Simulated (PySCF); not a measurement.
# C9H16: the cost of one run

The runs use PySCF 2.14.0, with density-fitted response routines of our own; the level of theory stands in each step. All values are computed, except where a source is named. Atoms are numbered from 0 throughout.

## 1. The starting structure

25 atoms, charge 0, multiplicity 1; geometry from: GFN2-xTB. The atoms were then displaced at random by about 0.01 Å, so the start is not that level's minimum.

Bonds of the start (Å): C0–C1 1.50, C1–C2 1.51, C2–C3 1.54, C3–C4 1.50, C4–C5 1.53, C5–C6 1.55, C6–C7 1.54, C7–C8 1.53, C5–C2 1.56, C8–C5 1.53, C0–H9 1.10, C0–H10 1.11, C0–H11 1.07, C1–H12 1.09, C1–H13 1.09, C2–H14 1.10, C3–H15 1.09, C3–H16 1.11, C4–H17 1.07, C4–H18 1.10, C6–H19 1.10, C6–H20 1.08, C7–H21 1.07, C7–H22 1.07, C8–H23 1.11, C8–H24 1.09.

## 2. Relaxing the molecule at PBE0-D3(BJ)/def2-SVP

What the job is given:

```
{"job": {"xc": "PBE0", "basis": "def2-SVP", "d3": "d3bj", "grid": 1, "shake": 0.01, "kind": "geom"}, "charge": 0, "multiplicity": 1}
C     -2.999110    -0.728490     0.224190
C     -1.534200    -0.938780     0.000090
C     -0.739920     0.316400     0.290880
C     -0.815080     1.490460    -0.696880
C      0.677470     1.609440    -0.736070
C      0.799160     0.296220     0.040220
C      1.820160     0.166400     1.195290
C      2.645420    -0.822740     0.358110
C      1.489720    -0.881260    -0.646130
H     -3.219700    -0.427780     1.263180
H     -3.386190     0.094980    -0.413640
H     -3.577090    -1.604250    -0.000470
H     -1.386670    -1.230210    -1.041820
H     -1.206720    -1.740080     0.662060
H     -0.927150     0.631070     1.324590
H     -1.264170     1.191160    -1.642420
H     -1.388860     2.372630    -0.339440
H      1.124470     1.632680    -1.709470
H      1.049760     2.460440    -0.155880
H      1.347800    -0.267490     2.093420
H      2.303840     1.090730     1.461510
H      3.553620    -0.418600    -0.045270
H      2.874340    -1.757620     0.833430
H      1.771020    -0.698320    -1.705920
H      0.940490    -1.824920    -0.614220
```

Run with:

```
OMP_NUM_THREADS=1 python probes_run.py task.json out
```

One launch serves the whole session: the jobs run in the order shown.

Q: Estimate the wall time and peak memory of this first job on 1 thread of Arm Neoverse V2, shared host.

About 3.6 min, with a peak of 0.89 GiB.
